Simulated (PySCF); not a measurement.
# C₁₄H₁₇N₂S+: electronic excitations

What do calculations give for the electronic excitations of C₁₄H₁₇N₂S+ (`CN(C)/C=C/C=C/c1sc2ccccc2[n+]1C`)?

Computed with PySCF 2.14.0 and routines of our own; the level stands in each step. Atoms count from 0.

### 1 The system as given

34 atoms, charge 1, multiplicity 1; geometry from: GFN2-xTB.

### 2 Electronic excitations: TDA CAM-B3LYP/6-31G*

The job: settings as JSON, then the geometry in Å.

```
{"job": {"kind": "uv", "basis": "6-31G*", "grid": 1, "kgrid": 0, "vcut": 1.5, "nstates": 5, "ntriplets": 2, "tda": true, "delta": ["ip_vertical"], "pop": false, "xc": "CAM-B3LYP"}, "charge": 1, "multiplicity": 1}
C      5.886535     1.183902    -0.268520
N      4.832491     0.202763    -0.221904
C      5.249319    -1.179985    -0.209177
C      3.557213     0.547703    -0.210546
C      2.470944    -0.304581    -0.228188
C      1.169428     0.183391    -0.184615
C      0.036747    -0.604964    -0.214483
C     -1.254030    -0.083692    -0.152908
S     -1.560235     1.619828     0.033213
C     -3.281595     1.329511     0.074650
C     -4.291067     2.262688     0.233751
C     -5.595004     1.805882     0.275648
C     -5.873792     0.448145     0.157504
C     -4.866554    -0.482579    -0.012378
C     -3.548989    -0.038300    -0.059087
N     -2.400323    -0.794571    -0.212553
C     -2.446076    -2.221399    -0.425059
H      6.528322     0.999645    -1.132482
H      5.476745     2.188170    -0.346163
H      6.498260     1.122860     0.634508
H      6.317381    -1.231755    -0.015935
H      4.726610    -1.728116     0.574249
H      5.044400    -1.658692    -1.168853
H      3.362358     1.612719    -0.187213
H      2.614409    -1.372150    -0.287033
H      1.036000     1.256574    -0.121392
H      0.159930    -1.675252    -0.273925
H     -4.058903     3.311246     0.325974
H     -6.401953     2.508248     0.409865
H     -6.896971     0.111546     0.204152
H     -5.109025    -1.529384    -0.090236
H     -1.612812    -2.536929    -1.049264
H     -2.407668    -2.759703     0.524768
H     -3.370164    -2.475017    -0.940268
```

With the program's defaults for keys left out, this is: TDA CAM-B3LYP/6-31G*, vertical, gas phase, core orbitals frozen in the response, virtual orbitals cut by energy.

Started as:

```
> OMP_NUM_THREADS=1 python large_run.py task.json out
```

One launch serves the whole session: the jobs run in the order shown.

What it wrote:

```text
start: PBE on a coarse grid of 28173 points
cycle   1  E = -1050.2013943581  dE =  2.785e+00  |g| = 7.940e-01  |ddm| = 6.202e+00
cycle   2  E = -1049.6249845725  dE =  5.764e-01  |g| = 1.634e+00  |ddm| = 2.599e+00
cycle   3  E = -1050.3014300877  dE = -6.764e-01  |g| = 4.831e-01  |ddm| = 2.206e+00
cycle   4  E = -1050.3635612752  dE = -6.213e-02  |g| = 1.957e-01  |ddm| = 8.319e-01
cycle   5  E = -1050.3722375635  dE = -8.676e-03  |g| = 1.051e-01  |ddm| = 3.691e-01
cycle   6  E = -1050.3748406495  dE = -2.603e-03  |g| = 4.874e-02  |ddm| = 1.771e-01
cycle   7  E = -1050.3755388789  dE = -6.982e-04  |g| = 1.041e-02  |ddm| = 7.020e-02
cycle   8  E = -1050.3755668870  dE = -2.801e-05  |g| = 4.639e-03  |ddm| = 1.479e-02
final grid: 121250 points
cycle   9  E = -1050.8023584205  dE = -1.211e-02  |g| = 6.914e-02  |ddm| = 4.424e-01
cycle  10  E = -1050.8027454464  dE = -3.870e-04  |g| = 6.584e-02  |ddm| = 1.335e-01
cycle  11  E = -1050.8037466992  dE = -1.001e-03  |g| = 1.613e-02  |ddm| = 6.459e-02
cycle  12  E = -1050.8038144980  dE = -6.780e-05  |g| = 7.139e-03  |ddm| = 2.238e-02
cycle  13  E = -1050.8038302224  dE = -1.572e-05  |g| = 1.585e-03  |ddm| = 1.072e-02
cycle  14  E = -1050.8038328207  dE = -2.598e-06  |g| = 7.174e-04  |ddm| = 2.738e-03
cycle  15  E = -1050.8038320406  dE =  7.801e-07  |g| = 2.438e-04  |ddm| = 1.430e-03
cycle  16  E = -1050.8038319112  dE =  1.294e-07  |g| = 8.014e-05  |ddm| = 4.451e-04
converged SCF energy = -1050.8038319112
Vertical ionisation energy (delta-SCF) = 9.9506 eV   <S^2> = 0.852

Static polarisability (au): isotropic 244.104, principal 76.054 165.758 490.501

Singlet excitations
state   eV       nm        f      main configurations
  1   3.4972    354.5   1.85851   H->L 0.94
  2   4.6668    265.7   0.13104   H-1->L 0.85
  3   5.0640    244.8   0.00073   H->L+3 0.84
  4   5.2500    236.2   0.12077   H-2->L 0.82
  5   5.4514    227.4   0.05831   H->L+1 0.49, H-1->L+2 0.12, H-2->L+1 0.09

Triplet excitations (Tamm-Dancoff, eV): 1.8870 3.7190
```

It took 2.2 min on 1 thread of Arm Neoverse N1, shared host; peak memory 0.62 GiB.

The orbitals next to the gap, with their largest atomic shares:

```
orbital      eV                         atoms
 HOMO−4  -13.37    S8 28 %, N15 20 %, C14 8 %
 HOMO−3  -13.01     S8 16 %, C5 14 %, C6 14 %
 HOMO−2  -11.48  C11 17 %, C14 13 %, C12 13 %
 HOMO−1  -11.08   C13 26 %, C10 26 %, S8 18 %
   HOMO   -9.63     C6 22 %, C4 19 %, N1 13 %
   LUMO   -4.32     C5 25 %, C7 20 %, C3 16 %
 LUMO+1   -1.88   C12 25 %, C10 24 %, C9 22 %
 LUMO+2   -1.64    C11 22 %, C14 21 %, C3 8 %
 LUMO+3   -1.59     S8 52 %, C7 14 %, C9 14 %
```

With each of the 5 states as a Gaussian band of 0.4 eV half-width at 1/e, the curve within the window shown has maxima at 355 nm (ε 75,000), 237 nm (ε 7,400) L/(mol cm). Beyond the last state computed it falls off for lack of states. The curve at chosen wavelengths:

nm, ε (L/mol/cm) and a bar:
```
      216       2366 
      224       5115 #
      233       7206 ##
      241       7205 ##
      250       6560 ##
      258       6332 ##
      267       5889 #
      275       4896 #
      284       3756 #
      292       3956 #
      301       7260 ##
      309      14196 #####
      318      26873 ##########
      326      41167 ################
      335      57356 #######################
      343      68571 ###########################
      352      74848 ##############################
      360      74126 ##############################
      369      67342 ###########################
      377      57904 #######################
      386      45841 ##################
      394      35460 ##############
      403      25329 ##########
      411      18108 #######
      420      11984 ####
      428       8083 ##
```

Further results of this job:

```
           property  computed
polarisability (Å³)     36.17
 HOMO–LUMO gap (eV)      5.31
      −ε(HOMO) (eV)      9.63
```

### 3 Electronic excitations: TDDFT PBE/6-31G*

The job, as its differences from that of step 2:

```diff
@@ -1,2 +1,2 @@
-{"job": {"kind": "uv", "basis": "6-31G*", "grid": 1, "kgrid": 0, "vcut": 1.5, "nstates": 5, "ntriplets": 2, "tda": true, "delta": ["ip_vertical"], "pop": false, "xc": "CAM-B3LYP"}, "charge": 1, "multiplicity": 1}
+{"job": {"kind": "uv", "basis": "6-31G*", "grid": 1, "kgrid": 0, "vcut": null, "nstates": 5, "ntriplets": 2, "tda": false, "delta": ["ip_vertical"], "pop": false, "xc": "PBE"}, "charge": 1, "multiplicity": 1}
 C      5.886535     1.183902    -0.268520
```

Level: TDDFT PBE/6-31G*, vertical, gas phase, core orbitals frozen in the response.

What it wrote:

```text
start: PBE on a coarse grid of 28173 points
cycle   1  E = -1050.2014377159  dE =  2.785e+00  |g| = 7.940e-01  |ddm| = 6.202e+00
cycle   2  E = -1049.6249837178  dE =  5.765e-01  |g| = 1.634e+00  |ddm| = 2.599e+00
cycle   3  E = -1050.3014573403  dE = -6.765e-01  |g| = 4.831e-01  |ddm| = 2.206e+00
cycle   4  E = -1050.3635982566  dE = -6.214e-02  |g| = 1.957e-01  |ddm| = 8.320e-01
cycle   5  E = -1050.3722702842  dE = -8.672e-03  |g| = 1.051e-01  |ddm| = 3.691e-01
cycle   6  E = -1050.3748767877  dE = -2.607e-03  |g| = 4.874e-02  |ddm| = 1.772e-01
cycle   7  E = -1050.3755752321  dE = -6.984e-04  |g| = 1.041e-02  |ddm| = 7.019e-02
cycle   8  E = -1050.3756005635  dE = -2.533e-05  |g| = 4.639e-03  |ddm| = 1.479e-02
final grid: 121250 points
cycle   9  E = -1050.1664614634  dE = -3.967e-05  |g| = 2.533e-02  |ddm| = 8.687e-02
cycle  10  E = -1050.1660564277  dE =  4.050e-04  |g| = 4.460e-02  |ddm| = 8.461e-02
cycle  11  E = -1050.1666235310  dE = -5.671e-04  |g| = 8.001e-03  |ddm| = 6.280e-02
cycle  12  E = -1050.1666395811  dE = -1.605e-05  |g| = 3.156e-03  |ddm| = 1.294e-02
cycle  13  E = -1050.1666429705  dE = -3.389e-06  |g| = 9.873e-04  |ddm| = 5.013e-03
cycle  14  E = -1050.1666423994  dE =  5.711e-07  |g| = 3.230e-04  |ddm| = 1.647e-03
cycle  15  E = -1050.1666443032  dE = -1.904e-06  |g| = 7.971e-05  |ddm| = 5.375e-04
converged SCF energy = -1050.1666443032
Vertical ionisation energy (delta-SCF) = 9.7787 eV   <S^2> = 0.758

Static polarisability (au): isotropic 256.780, principal 77.576 171.935 520.828

Singlet excitations
state   eV       nm        f      main configurations
  1   3.0266    409.6   1.05277   H->L 0.88
  2   3.2743    378.7   0.15379   H-1->L 0.90
  3   3.8706    320.3   0.14623   H-2->L 0.64, H->L+1 0.17, H->L+3 0.14
  4   4.0524    306.0   0.00098   H->L+2 0.87, H->L+1 0.10
  5   4.0742    304.3   0.00499   H->L+1 0.65, H->L+2 0.12, H->L+3 0.08

Triplet excitations (Tamm-Dancoff, eV): 1.8186 2.9801
```

Wall time 42 s (1 thread of Arm Neoverse N1, shared host); peak memory 0.54 GiB.

### 4 Results

```
                         quantity                        value
lowest singlet (CAM-B3LYP/6-31G*)  3.50 eV (355 nm), f = 1.859
                   lowest triplet                      1.89 eV
```

The lowest singlet, at 3.50 eV, is HOMO→LUMO 0.94 and is bright. The lowest triplet lies 1.61 eV below the lowest singlet.
